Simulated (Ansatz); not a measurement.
# Ti: a tetragonal deformation path

Aim: for Ti, look for other minima along a tetragonal path.

Program: Ansatz 0.2.0. Level of theory: DFT r2SCAN, scalar-relativistic, plane waves, PAW. These are calculated values, not measurements.

**1. The system as given**

The structure is cubic, space group Im-3m (No. 229). The conventional cell has a = 3.282 Å, b = 3.282 Å, c = 3.282 Å, α = 90.00°, β = 90.00°, γ = 90.00°. Ti (site symmetry m-3m) has 8 Ti at 2.84 Å in its first shell of neighbours.

As a file:

```xyz
1
Lattice="-1.6410 1.6410 1.6410 1.6410 -1.6410 1.6410 1.6410 1.6410 -1.6410" Properties=species:S:1:pos:R:3 pbc="T T T"
Ti    0.0000    0.0000    0.0000
```

The cell is taken as given, not relaxed at this level.

**2. Zero of energy**

Reference values: F = -2504.2417 eV; pressure -2.82 GPa; largest force 0.000 eV/Å; gap on the mesh none (metal). It was computed beforehand with the settings of the runs below.

**3. Setting up a tetragonal deformation path**

At fixed volume and fractional coordinates, lengths along (0.000, 0.000, 1.000) are scaled against those across it; ρ is that ratio over its starting value.

**4. At ρ = 0.707**

input.yaml reads:

```yaml
crystal:
  lattice:
    - [-1.8420529496, 1.8420529496, 1.3023314354]
    - [1.8420529496, -1.8420529496, 1.3023314354]
    - [1.8420529496, 1.8420529496, -1.3023314354]
  atoms:
    - { symbol: Ti, position: [0.0, 0.0, 0.0] }
basis:
  ecutwfc: 500
kpoints:
  mp_grid: { grid: [22, 22, 22] }
hamiltonian:
  xc: r2scan
scf:
  occupations: { method: gaussian, width: 0.15 }
output:
  forces: true
  stress: true
  eigenvalues: true
```

Run with:

```bash
$ ansatz run input.yaml --threads 1 --pin off --max-ram 2560MiB --backend cpu --events-out ev --progress --plain --runs-dir out
```

Further runs follow: ρ = 1.414; point ρ = 0.850; point ρ = 1.200; At ρ = 0.780; At ρ = 1.300; point ρ = 0.920; point ρ = 1.100; point ρ = 0.650; point ρ = 1.500; point ρ = 0.960; point ρ = 1.050.

What does the calculation give? Wanted: highest point.

**Answer**, as computed:

```
     quantity                        value
highest point  248.7 meV/atom at ρ = 0.650
```

What this shows: The energy drops below the reference, by 63.9 meV/atom at ρ = 1.414; the cell was taken as given and not relaxed at this level. Further dips among the sampled points: ρ = 0.920 (-9.8 meV/atom); whether they survive relaxation was not tested. At ρ = 1.414 the cell takes another symmetry, Fm-3m, -63.9 meV/atom from the start at this fixed volume.
